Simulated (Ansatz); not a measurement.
# BGaH7NSi: up Jacob's ladder to CCSD(T)

Aim: compute BGaH7NSi with functionals from several rungs and with coupled cluster. The yardstick is the atomisation energy at the CCSD(T) limit.

Computed with Ansatz 0.2.0, Gaussian basis. Level: functionals in def2-TZVPP, the program's frozen cores in correlated methods.

Levels to be run: PBE-D4, r2SCAN-D4, PBE0-D4, B3LYP-D4, ωB97X-V, ωB97M-V, B2PLYP; CCSD(T)/def2-TZVPP; MP2/def2-QZVPP; extrapolation to the limit.

### Step 1. The relaxed structure

All runs share one geometry, relaxed beforehand with PBE0-D4 in a triple-zeta def2 set.

11 atoms, charge 0, spin multiplicity 1.

Atoms are counted from 1 here; the program's logs count them from 0.

Bond lengths: N1–B2 1.444 Å, N1–H5 1.008 Å, N1–H6 1.008 Å, B2–Ga3 2.338 Å, B2–H7 1.196 Å, B2–H8 1.196 Å, Ga3–Si4 2.524 Å, Si4–H9 1.492 Å, Si4–H10 1.498 Å, Si4–H11 1.498 Å. Angles: B2–N1–H5 122.6°, B2–N1–H6 122.6°, H5–N1–H6 112.4°, N1–B2–Ga3 76.6°, N1–B2–H7 118.0°, N1–B2–H8 118.0°, Ga3–B2–H7 102.7°, Ga3–B2–H8 102.7°, H7–B2–H8 122.2°, B2–Ga3–Si4 116.5°, Ga3–Si4–H9 114.5°, Ga3–Si4–H10 111.7°, Ga3–Si4–H11 111.7°, H9–Si4–H10 106.3°, H9–Si4–H11 106.3°, H10–Si4–H11 105.9°.

### Step 2. PBE-D4 (GGA)

The input, in.yaml:

```yaml
crystal:
  periodic: [false, false, false]
  atoms:
    - {symbol: N, position_ang: [-0.458852, 1.128082, 0.222919]}
    - {symbol: B, position_ang: [-0.487749, 1.142831, 1.666274]}
    - {symbol: Ga, position_ang: [0.381044, -0.968837, 1.162151]}
    - {symbol: Si, position_ang: [0.644075, -1.523012, -1.286508]}
    - {symbol: H, position_ang: [-1.275058, 0.933571, -0.335070]}
    - {symbol: H, position_ang: [0.274987, 1.566844, -0.310279]}
    - {symbol: H, position_ang: [0.419011, 1.670632, 2.241074]}
    - {symbol: H, position_ang: [-1.520092, 0.878544, 2.210051]}
    - {symbol: H, position_ang: [1.196833, -2.882753, -1.556836]}
    - {symbol: H, position_ang: [-0.662870, -1.448531, -2.014967]}
    - {symbol: H, position_ang: [1.554070, -0.554570, -1.978110]}
basis:
  gaussian: {orbitals: def2-TZVPP}
hamiltonian: {xc: pbe, dispersion: d4}
output: {forces: true, orbitals: {seedname: orbitals}}
```

On the command line:

```console
ansatz run in.yaml --threads 4 --pin off --events-out ev --progress --plain --max-ram 10444MiB
```

Further steps of the session: r2SCAN-D4 (meta-GGA); PBE0-D4 (hybrid); B3LYP-D4 (hybrid); ωB97X-V (range-separated); ωB97M-V (range-separated); B2PLYP (double hybrid); CCSD(T) in def2-TZVPP; MP2 in def2-QZVPP.

Q: Predict the results of all the runs planned. Wanted: atomisation energy, CCSD(T)/CBS; farthest; mean size of error, hybrid; mean size of error, range-separated; gap, smallest and largest; T1 diagnostic; triples share of the correlation energy.

The runs gave:

```
                               quantity                                           value
        atomisation energy, CCSD(T)/CBS                                   3320.6 kJ/mol
 functionals within 33.2 kJ/mol (1.0 %)  r2SCAN-D4, PBE0-D4, B3LYP-D4, ωB97X-V, ωB97M-V
                               farthest                           PBE-D4 (+37.6 kJ/mol)
             mean size of error, hybrid                                     14.2 kJ/mol
    mean size of error, range-separated                                      9.6 kJ/mol
              gap, smallest and largest             2.32 eV (PBE-D4), 7.74 eV (ωB97X-V)
                          T1 diagnostic                                          0.0158
triples share of the correlation energy                                           4.0 %
```

In words: PBE-D4 misses by +37.6 kJ/mol. Double hybrids carry the basis error of their MP2 part in triple zeta, and no dispersion term here, so their miss is partly the set-up's. Misses under about 33.2 kJ/mol are within the doubt on the reference itself, which lacks core-valence correlation, relativity and higher excitations, and its outer-core shells are covered unevenly. Hartree-Fock recovers 73 % of the binding; the rest is correlation. Orbital gaps span 2.3 to 7.7 eV; exact exchange widens them. Correlated methods include outer-core shells of Ga, which these sets cover unevenly.
